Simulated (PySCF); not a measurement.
# BrI3Si: the cost of one run

Computed with PySCF 2.14.0 and routines of our own; the level stands in each step. Atoms count from 0.

### Step 1. The system as given

5 atoms, charge 0, multiplicity 1; geometry from: GFN2-xTB.

### Step 2. Geometry optimisation at PBE0-D3(BJ)/def2-SVP

What the job is given:

```
{"job": {"xc": "PBE0", "basis": "def2-SVP", "d3": "d3bj", "grid": 1, "maxiter": 30, "shake": 0.01, "kind": "geom"}, "charge": 0, "multiplicity": 1}
Br    -1.422240     0.195770     1.726940
Si    -0.025740    -0.000530     0.020280
I      2.105110    -0.858150     0.872230
I      0.347640     2.211480    -1.031480
I     -0.971190    -1.582540    -1.625860
```

Run with:

```console
$ OMP_NUM_THREADS=1 python heavy_run.py task.json out
```

One launch serves the whole session: the jobs run in the order shown.

**Question.** How long does this first job take on 1 thread of Arm Neoverse V2, shared host, and how much memory does it need?

About 90 s, with a peak of 0.58 GiB.
